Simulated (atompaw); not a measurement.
**Pseudopotential generation for Ag: PAW (atompaw), PBE**

Task: generate the file, and judge it by its logarithmic derivatives, its ghosts and its cutoff.

Program: atompaw 4.2.0.5. Reference atom: PBE, scalar-relativistic, spherical and spin-unpolarised. All values are calculated.

## 1. The atom and the settings

Typed settings, in words:

```json
{
 "element": "silver (Ag, Z = 47)",
 "type": "PAW",
 "frozen core": "[Ar] 3d10",
 "valence charge": "19",
 "reference configuration": "4s2 4p6 4d10 5s1 5p0",
 "partial waves": "4s (bound): rc 1.15 bohr; 5s (bound): rc 1.85 bohr; 4p (bound): rc 1.60 bohr; 5p (bound, empty): rc 1.85 bohr; 4d (bound): rc 1.85 bohr; 4d channel at 0.7 Ry: rc 1.85 bohr",
 "local potential": "troulliermartins scheme with l = 3 at 0 Ry, radius 1.85 bohr",
 "core correction": "smooth core density matched at 1.10 bohr",
 "augmentation charge": "besselshape compensation charge, radius 1.40 bohr; PAW radius 1.85 bohr; waves and projectors: custom polynom2 7 10 vanderbiltortho"
}
```

## 2. Generating the potential

File Ag.input:

```
Ag 47
GGA-PBE scalarrelativistic loggrid 1500 logderivrange -9 5 351
5 5 4 0 0 0
5 0 1
5 1 0
0 0 0
c
c
c
v
v
c
c
v
v
c
v
2
1.85 1.40 1.85 1.10
n
n
y
0.7
n
custom polynom2 7 10 vanderbiltortho besselshape
3 0 troulliermartins
1.15
1.85
1.60
1.85
1.85
1.85
PWSCFOUT
UPFDX 0.0125d0 UPFXMIN -7.d0 UPFZMESH 47.d0
END
```

On the command line:

```
$ atompaw < Ag.input > Ag.log
```

Before running it: what results should come out? Wanted: cutoffs for 10 and 1 mRy, occupied levels; bound ghosts; largest phase difference near zero energy, channels read; lowest eigenvalue of the overlap; share of valence orbitals outside the PAW sphere; UPF file.

The runs gave:

```
                                                quantity                                      value
               cutoffs for 10 and 1 mRy, occupied levels                           40 Ry and 200 Ry
                                            bound ghosts                                 none found
largest phase difference near zero energy, channels read                                  0.005 rad
         lowest eigenvalue of the overlap (Bessel basis)                                  0.588 (s)
        share of valence orbitals outside the PAW sphere  4s 1 %, 5s 88 %, 4p 2 %, 5p 98 %, 4d 20 %
                                                UPF file                                    written
```

**Reading.** It counts as of middling hardness, with 40 Ry needed at the looser tolerance. The tighter tolerance needs 200 Ry, and converged work needs a cutoff nearer that. The slowest occupied level is 4s: taken alone it needs 45 Ry to come within 1 mRy, against 35 Ry for 4p. No bound ghost shows below the valence levels. Near zero energy the phases of the channels with partial waves agree within 0.005 rad. All of this concerns the isolated atom, not yet a solid.
